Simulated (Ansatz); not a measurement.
# CH6BClO: the cost of one run

Method: RHF/def2-SVP, in Ansatz 0.2.0.

### Step 1. The structure to begin with

Bond lengths: B1–C3 1.600 Å, C3–H4 1.110 Å, C3–H5 1.110 Å, C3–H6 1.110 Å, B1–Cl7 1.860 Å, B1–O8 1.710 Å, O8–H9 1.010 Å. Angles: B1–C3–H4 109.5°, B1–C3–H5 109.5°, B1–C3–H6 109.5°, H4–C3–H5 109.4°, H4–C3–H6 109.4°, H5–C3–H6 109.4°, C3–B1–Cl7 120.0°, C3–B1–O8 105.4°, Cl7–B1–O8 92.8°, B1–O8–H9 109.5°.

As a file:

```xyz
10

B     0.0000    0.0000    0.0000
H     0.0000    0.0000    1.5400
C     1.3856    0.0000   -0.8000
H     1.7152   -1.0462   -0.9702
H     1.2491    0.5080   -1.7774
H     2.1552    0.5381   -0.2082
Cl   -1.6108    0.0000   -0.9300
O    -0.2139    1.6086    0.5392
H    -1.1525    1.9139    0.3252
H    -0.1135    0.8538    1.5370
```

### Step 2. A restrained relaxation towards end A

Springs on the bonds that form and break draw the guess towards this end; the thresholds are loose.

input.yaml

```yaml
crystal:
  periodic: [false, false, false]
  atoms:
    - { symbol: B, position_ang: [0.0, 0.0, 0.0] }
    - { symbol: H, position_ang: [0.0, 0.0, 1.54] }
    - { symbol: C, position_ang: [1.3856, 0.0, -0.8] }
    - { symbol: H, position_ang: [1.7152, -1.0462, -0.9702] }
    - { symbol: H, position_ang: [1.2491, 0.508, -1.7774] }
    - { symbol: H, position_ang: [2.1552, 0.5381, -0.2082] }
    - { symbol: Cl, position_ang: [-1.6108, 0.0, -0.93] }
    - { symbol: O, position_ang: [-0.2139, 1.6086, 0.5392] }
    - { symbol: H, position_ang: [-1.1525, 1.9139, 0.3252] }
    - { symbol: H, position_ang: [-0.1135, 0.8538, 1.537] }
basis:
  gaussian: { orbitals: def2-SVP }
hamiltonian:
  xc: hf
relax:
  f_tol: 0.15
  max_steps: 25
  restrain:
    - { distance: [0, 7], at: 2.61, k: 30.0 }
    - { distance: [9, 1], at: 1.86, k: 30.0 }
    - { distance: [0, 1], at: 1.19, k: 30.0 }
    - { distance: [9, 7], at: 1.01, k: 30.0 }
```

The run is started by

```sh
ansatz run input.yaml --threads 1 --pin off --max-ram 2048MiB --backend cpu --events-out ev --progress --plain --runs-dir out
```

What time and memory should one allow on 1 thread of Arm Neoverse V2, shared host?

About 17 s, with a peak of 0.16 GiB.
